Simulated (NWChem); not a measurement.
# CH4InNS (SMILES S=C[NH][InH2]): levels of theory compared

Wanted: a comparison of 3 runs (HF/STO-3G, HF/3-21G, TPSSh/def2-TZVP) of CH4InNS. 

The calculation is run with NWChem 7.3.0.

## 1. Starting point

CH4InNS: 8 atoms, total charge 0, spin state singlet. SMILES: `S=C[NH][InH2]`. Geometry: relaxed at PBE0-D4/def2-TZVP. This is one conformer, not always the lowest.

Bond lengths: S1–C2 1.636 Å, C2–N3 1.340 Å, N3–In4 2.069 Å, C2–H5 1.094 Å, N3–H6 1.015 Å, In4–H7 1.703 Å, In4–H8 1.702 Å. Angles: S1–C2–N3 126.6°, C2–N3–In4 126.2°, S1–C2–H5 119.9°, N3–C2–H5 113.5°, C2–N3–H6 111.7°, In4–N3–H6 122.2°, N3–In4–H7 111.7°, N3–In4–H8 112.3°, H7–In4–H8 136.0°.

## 2. Energy and gradient at HF/STO-3G (run 1)

File input.nw:

```
START input
memory stack 880 mb heap 220 mb global 1100 mb
GEOMETRY noautosym nocenter noautoz
  S      1.077600     2.713600     0.357400
  C      0.504300     1.285100    -0.197100
  N      0.104900     0.242600     0.543700
  In    -0.618600    -1.559100    -0.172500
  H      0.418700     1.113400    -1.274600
  H      0.196000     0.431800     1.536700
  H     -0.658800    -1.589600    -1.874300
  H     -1.024000    -2.637700     1.080600
END
BASIS "ao basis" spherical bse
  * library STO-3G
END
SCF
  thresh 1e-08
  maxiter 80
END
TASK scf gradient
```

Run with:

```sh
$ nwchem input.nw > input.out
```

Log:

```text
[...]
  functions       =    50
[...]
  wavefunction    = RHF
[...]
         Total SCF energy =  -6169.498798859472
      One-electron energy =  -9285.572180006531
      Two-electron energy =   2744.900255776960
 Nuclear repulsion energy =    371.173125370099
        Time for solution =      7.1s
[...]
                         RHF ENERGY GRADIENTS
    atom               coordinates                        gradient
                 x          y          z           x          y          z
   1 S       2.036369   5.127960   0.675388    0.009599   0.023904   0.009473
   2 C       0.952989   2.428487  -0.372465   -0.028584  -0.072751   0.009202
   3 N       0.198232   0.458448   1.027444    0.031485   0.079455   0.006139
   4 In     -1.168984  -2.946272  -0.325978   -0.006097  -0.015133  -0.007524
   5 H       0.791228   2.104021  -2.408645    0.002280   0.005715   0.001299
   6 H       0.370386   0.815984   2.903942   -0.001586  -0.003545  -0.011209
   7 H      -1.244951  -3.003908  -3.541913    0.000121   0.001707  -0.033366
   8 H      -1.935079  -4.984530   2.042038   -0.007217  -0.019352   0.025986
[...]
```

It took 11 s on 1 thread of Intel Xeon Platinum 8488C (Sapphire Rapids), shared host; peak memory 0.099 GiB.

## 3. Energy and gradient at HF/3-21G (run 2)

File ch4inns.nw:

```
start ch4inns
memory stack 880 mb heap 220 mb global 1100 mb
charge 0

geometry units angstrom noautosym nocenter noautoz
S      1.077600     2.713600     0.357400
C      0.504300     1.285100    -0.197100
N      0.104900     0.242600     0.543700
In    -0.618600    -1.559100    -0.172500
H      0.418700     1.113400    -1.274600
H      0.196000     0.431800     1.536700
H     -0.658800    -1.589600    -1.874300
H     -1.024000    -2.637700     1.080600
end

basis "ao basis" spherical bse
* library 3-21G
end

scf
nopen 0
rhf
thresh 1e-08
maxiter 80
end

task scf gradient
```

Run with:

```sh
$ nwchem ch4inns.nw > ch4inns.out
```

Log:

```text
[...]
  functions       =    70
[...]
  wavefunction    = RHF
[...]
         Total SCF energy =  -6204.405978106583
      One-electron energy =  -9307.342117182730
      Two-electron energy =   2731.763013706047
 Nuclear repulsion energy =    371.173125370099
        Time for solution =      7.2s
[...]
                         RHF ENERGY GRADIENTS
    atom               coordinates                        gradient
                 x          y          z           x          y          z
   1 S       2.036369   5.127960   0.675388   -0.015477  -0.038652  -0.013058
   2 C       0.952989   2.428487  -0.372465    0.017362   0.043144   0.020227
   3 N       0.198232   0.458448   1.027444   -0.001289  -0.003332   0.001064
   4 In     -1.168984  -2.946272  -0.325978   -0.005552  -0.013747  -0.007429
   5 H       0.791228   2.104021  -2.408645   -0.001318  -0.002882  -0.011048
   6 H       0.370386   0.815984   2.903942    0.001165   0.002743   0.005129
   7 H      -1.244951  -3.003908  -3.541913    0.001033   0.002012   0.014419
   8 H      -1.935079  -4.984530   2.042038    0.004077   0.010713  -0.009303
[...]
```

Wall time 11 s (1 thread of Intel Xeon Platinum 8488C (Sapphire Rapids), shared host); peak memory 0.099 GiB.

## 4. Energy and gradient at TPSSh/def2-TZVP (core potential) (run 3)

File work.nw:

```
start work
title "CH4InNS gradient"
memory stack 880 mb heap 220 mb global 1100 mb

geometry units angstroms noautosym nocenter noautoz
  S     1.077600    2.713600    0.357400
  C     0.504300    1.285100   -0.197100
  N     0.104900    0.242600    0.543700
  In   -0.618600   -1.559100   -0.172500
  H     0.418700    1.113400   -1.274600
  H     0.196000    0.431800    1.536700
  H    -0.658800   -1.589600   -1.874300
  H    -1.024000   -2.637700    1.080600
end

basis spherical bse
  * library def2-TZVP
end

ecp bse
  In library def2-TZVP
end

dft
  xc xctpssh
  grid fine
  convergence energy 1e-08
  iterations 100
  mulliken
end

task dft gradient
```

Run with:

```sh
$ nwchem work.nw > work.out
```

Log:

```text
[...]
          Wavefunction type:  closed shell.
          No. of atoms     :     8
          No. of electrons :    54
[...]
          Charge           :     0
          Spin multiplicity:     1
[...]
          AO basis - number of functions:   173
[...]
              XC Information
              --------------
                  TPSS hybrid Method XC Functional
                     Hartree-Fock (Exact) Exchange  0.100
                  TPSS metaGGA Exchange Functional  0.900
             TPSS03 metaGGA Correlation Functional  1.000
[...]
 d= 0,ls=0.0,diis     1   -683.4970874276 -8.97D+02  9.63D-03  7.32D-01    12.0
[...]
 d= 0,ls=0.0,diis    12   -683.5792043486 -7.80D-10  1.32D-07  4.06D-10   120.0
         Total DFT energy =     -683.579204348590
      One electron energy =    -1437.496187697498
           Coulomb energy =      596.989577794893
    Exchange-Corr. energy =      -56.198848378186
 Nuclear repulsion energy =      213.126253932200
[...]
      Total Density - Mulliken Population Analysis
     ---------------------------------------------
    Atom       Charge   Shell Charges
 -----------   ------   -------------------------------------------------------
    1 S   16    16.32   2.01  0.48  1.48  1.08  0.77  4.18  1.67  0.94  2.32  1.28  0.03  0.06  0.01
    2 C    6     5.98   0.86  1.12  0.55  0.60  0.05  1.24  1.14  0.26  0.03  0.13  0.01
    3 N    7     7.43   0.82  1.15  0.55  0.83  0.19  1.54  1.64  0.66  0.01  0.03  0.00
    4 In  21    20.48   0.40 -0.84  1.61  0.82  0.91  0.30 -0.41  6.40  0.66  0.48  0.06  8.80  1.16  0.10  0.00  0.03
    5 H    1     0.88   0.27  0.48  0.10  0.02
    6 H    1     0.77   0.27  0.40  0.07  0.04
    7 H    1     1.07   0.22  0.56  0.28  0.01
    8 H    1     1.07   0.22  0.56  0.29  0.01
[...]
  wavefunction    = closed shell
                         DFT ENERGY GRADIENTS
    atom               coordinates                        gradient
                 x          y          z           x          y          z
   1 S       2.036369   5.127960   0.675388   -0.002120  -0.005281  -0.002191
   2 C       0.952989   2.428487  -0.372465   -0.000492  -0.001507   0.006642
   3 N       0.198232   0.458448   1.027444    0.001190   0.003109  -0.002559
   4 In     -1.168984  -2.946272  -0.325978    0.001118   0.002786   0.000912
   5 H       0.791228   2.104021  -2.408645    0.000130   0.000342  -0.000391
   6 H       0.370386   0.815984   2.903942   -0.000106  -0.000156  -0.002597
   7 H      -1.244951  -3.003908  -3.541913    0.000080   0.000178   0.000646
   8 H      -1.935079  -4.984530   2.042038    0.000200   0.000528  -0.000461
[...]
```

Run time: 3.1 min. Hardware: 1 thread of Intel Xeon Platinum 8488C (Sapphire Rapids), shared host; peak memory 0.15 GiB.

## 5. The series

```csv
run,level,iteration cap,module,energy (Eh),dipole moment (D),HOMO energy (eV),LUMO energy (eV),wall time
1,HF/STO-3G,80,scf,-6169.498799,4.93,-4.70,5.18,11 s
2,HF/3-21G,80,scf,-6204.405978,6.56,-8.50,0.36,11 s
3,TPSSh/def2-TZVP (core potential),100,dft,-683.579204,5.30,-5.34,-2.50,3.1 min
```

## 6. Results

| quantity | value |
| --- | --- |
| run 3: total energy | -683.57920 Eh |
| run 3: dipole moment | 5.30 D |
| run 3: HOMO energy | -5.34 eV |
| run 3: LUMO energy | -2.50 eV |
| run 3: HOMO–LUMO gap | 2.85 eV |
| run 3: largest force on an atom | 0.351 eV/Å |

The dipole moment (its size) runs from 4.93 D (HF/STO-3G) to 6.56 D (HF/3-21G). The HOMO–LUMO gap runs from 2.85 eV (TPSSh/def2-TZVP) to 9.88 eV (HF/STO-3G). The two ends differ in method and basis and core potential. Some runs of one species differ in core potentials or relativity; totals across that change don't compare. In run 1 the basis is minimal, so the values are rough. In runs 1, 2 relativity is left out where basis or elements ask for it. All runs together took 3.5 min, the longest 3.1 min.
